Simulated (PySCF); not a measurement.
# CoHO: basis, grid and Hamiltonian

Which parts of the numerical set-up matter for CoHO? Each run edits the base script.

Method: each script names its method and basis; program: PySCF 2.14.0.

3 further runs of the same task are left out: 3 that didn't finish.

## Step 1: The starting structure

CoHO: 3 atoms, charge 0, spin multiplicity 1.

Bond lengths: Co1–O2 1.552 Å, Co1–H3 1.454 Å. Angles: O2–Co1–H3 102.7°.

## Step 2: The run that the others are compared with

File input.py:

```python
from pyscf import gto, scf, cc

mol = gto.M(
    atom='Co 0.239 0 -0.2175; O -0.9677 0 0.759; H 1.3794 0 0.6852',
    basis='6-31g*',
    charge=0,
    spin=0,
    verbose=4,
)
mf = scf.RHF(mol)
mf = mf.density_fit(auxbasis='def2-universal-jkfit')
mf = mf.newton()
mf.kernel()
mycc = cc.CCSD(mf, frozen=6)
mycc.kernel()
mf.dip_moment()
print('orbital energies (hartree):', mf.mo_energy[..., max(0, mol.nelec[1]-3):mol.nelec[0]+3].round(4))
```

Launch:

```sh
$ OMP_NUM_THREADS=1 python input.py
```

Its log is not repeated here.

In short: E(SCF) = -1456.343610 Eh, 8 macro-iterations, E(CCSD) − E(SCF) = -0.57816 Eh, μ = 6.07 D (of the SCF density).

## Step 3: X2c-svpall (X2C on)

Edit 1 changes basis set: 6-31g* → x2c-svpall; spin-free X2C: off → on.

File input.py:

```python
from pyscf import gto, scf, cc

mol = gto.M(
    atom='Co 0.239 0 -0.2175; O -0.9677 0 0.759; H 1.3794 0 0.6852',
    basis='x2c-svpall',
    charge=0,
    spin=0,
    verbose=4,
)
mf = scf.RHF(mol)
mf = mf.sfx2c1e()
mf = mf.density_fit(auxbasis='def2-universal-jkfit')
mf = mf.newton()
mf.kernel()
mycc = cc.CCSD(mf, frozen=6)
mycc.kernel()
mf.dip_moment()
print('orbital energies (hartree):', mf.mo_energy[..., max(0, mol.nelec[1]-3):mol.nelec[0]+3].round(4))
```

Launch:

```sh
$ OMP_NUM_THREADS=1 python input.py
```

## Step 4: Minao

Edit 2 changes basis set: 6-31g* → minao.

Changes to input.py since step 2:

```diff
@@ -4,3 +4,3 @@
     atom='Co 0.239 0 -0.2175; O -0.9677 0 0.759; H 1.3794 0 0.6852',
-    basis='6-31g*',
+    basis='minao',
     charge=0,
```

## Step 5: Cartesian functions on

Edit 3 changes Cartesian functions: off → on.

Changes to input.py since step 2:

```diff
@@ -7,2 +7,3 @@
     spin=0,
+    cart=True,
     verbose=4,
```

Before running it: what results should come out? Wanted: for each run, E(SCF); from base; gap; SCF dipole; after the SCF.

As calculated:

```tsv
run	E(SCF) (hartree)	from base (eV)	cycles	gap (eV)	SCF dipole (D)	functions	after the SCF
base	-1456.343610	0	8 macro	11.09	6.07	50	CCSD correlation -15.733 eV, core frozen
x2c-svpall (X2C on)	-1466.776619	not comparable	6 macro	11.76	5.93	55	CCSD correlation -18.092 eV, core frozen
minao	-1456.445856	-2.7823	6 macro	13.66	4.89	21	CCSD correlation -6.412 eV, core frozen
Cartesian functions on	-1456.352789	-0.2498	12 macro	11.00	6.06	56	CCSD correlation -17.766 eV, core frozen
```

**Reading.** The largest comparable shift of the SCF energy, -2.782 eV, comes with the run “minao”. minao (21 functions) gives an energy 2.78 eV lower than 6-31g* (50); size alone doesn't order basis sets of different families.
